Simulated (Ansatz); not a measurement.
Runs of Ansatz 0.2.0 on LiTiB4. The structure is hexagonal, space group P6/mmm (No. 191). The conventional cell has a = 3.021 Å, b = 3.021 Å, c = 6.761 Å, α = 90.00°, β = 90.00°, γ = 120.00°. Li (site symmetry 6/mmm) has 12 B at 2.51 Å as nearest neighbours. Around Ti (site symmetry 6/mmm) lie 12 B at 2.35 Å. B (site symmetry 3m) is surrounded by 3 B at 1.74 Å. The cell was built by a generator and needn't be a form met in nature.

```tsv
level	gap on the mesh (eV)	pressure (GPa)	relaxed volume (Å³/atom)
PBEsol	none	0.0	8.70
BLYP	none	0.0	(b)
RPBE	none	0.0	(a)
revPBE	none	0.0	9.05
LDA	none	0.0	8.44
```

Alike in all rows: task relaxation of cell and atoms; potentials or basis Ansatz PAW; no spin polarisation; cell relaxed; k mesh 7 × 7 × 3; cutoff (eV) 420; smearing fermi-dirac 0.05 eV.

Question: Fill in the values left out.

Answer: (a) 9.09; (b) 9.12.

Caveats: the plane-wave basis is chosen anew once the cell has moved, so the energies of steps on either side of that aren't comparable; the PAW data sets come from PBE, with cores solved anew for the run's functional, which leaves a small shift of forces and pressure.

A gap of «none» marks a metal or a gap under the smearing width.

Runs at the PBE level aren't shown here.
